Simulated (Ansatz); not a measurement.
ClH2ISn, SMILES [Cl][SnH2][I]: vertical energies of changing the electron count, run with Ansatz 0.2.0, Python API.

Script `clh2isn.py`:
```python
import ansatz as az


def energy(molecule, charge=0, unpaired=0):
    calc = (
        molecule.calculation()
        .basis(gaussian="def2-SVPD")
        .functional("PBE", dispersion="d3bj")
    )
    if charge:
        calc = calc.charge(charge)
    if unpaired:
        calc = calc.spin("collinear", total=unpaired)
    report = calc.run(threads=1, pin="off").report
    if report["published_state_doubts"]:
        print("  doubts:", report["published_state_doubts"])
    return report["free_energy_ev"]

GEOMETRY = """
Cl   -2.00780    0.77450    0.67470
Sn   -0.01750    0.01680   -0.19550
I     1.49890   -0.91090    1.84150
H    -0.25070   -1.26750   -1.33150
H     0.82690    1.31340   -1.03060
"""

clh2isn = az.Crystal.molecule()
for line in GEOMETRY.strip().splitlines():
    symbol, *xyz = line.split()
    clh2isn = clh2isn.atom(symbol, [float(v) for v in xyz])

parent = energy(clh2isn, 0, 0)
cation = energy(clh2isn, 1, 1)
print(f"E(N)   = {parent:.5f} eV")
print(f"E(N-1) = {cation:.5f} eV  (1 unpaired)")
print(f"vertical ionisation energy {cation - parent:.3f} eV")
anion = energy(clh2isn, -1, 1)
print(f"E(N+1) = {anion:.5f} eV  (1 unpaired)")
print(f"vertical electron affinity {parent - anion:.3f} eV" + ("" if anion < parent else " (unbound in this basis)"))
print(f"fundamental gap IP - EA = {cation + anion - 2 * parent:.3f} eV")
```

What does it cost to change the electron count at this fixed geometry?

At this unrelaxed geometry removing an electron costs 9.63 eV and adding one releases 0.74 eV.

The run itself:

```console
$ python clh2isn.py
E(N)   = -26480.05319 eV
E(N-1) = -26470.42244 eV  (1 unpaired)
vertical ionisation energy 9.631 eV
E(N+1) = -26480.79100 eV  (1 unpaired)
vertical electron affinity 0.738 eV
fundamental gap IP - EA = 8.893 eV
```

What to keep in mind:
- These settings explore the input space; basis and method may be short of convergence.
- The geometry is a force-field or estimated start, not a minimum of this method, and the basis set is short of its limit. All parts are taken at fixed geometry, without zero-point energy. At an unrelaxed start these energies can be a whole eV from those at the minimum, and a small affinity can change sign.
- def2 sets replace the cores of elements past krypton by effective core potentials.
- Finished in 14 s on 1 thread of Intel(R) Xeon(R) 6975P-C (Granite Rapids) (shared host), peak memory 0.3 GiB.

(Lines on the test bed's own set-up are left out of the output.)
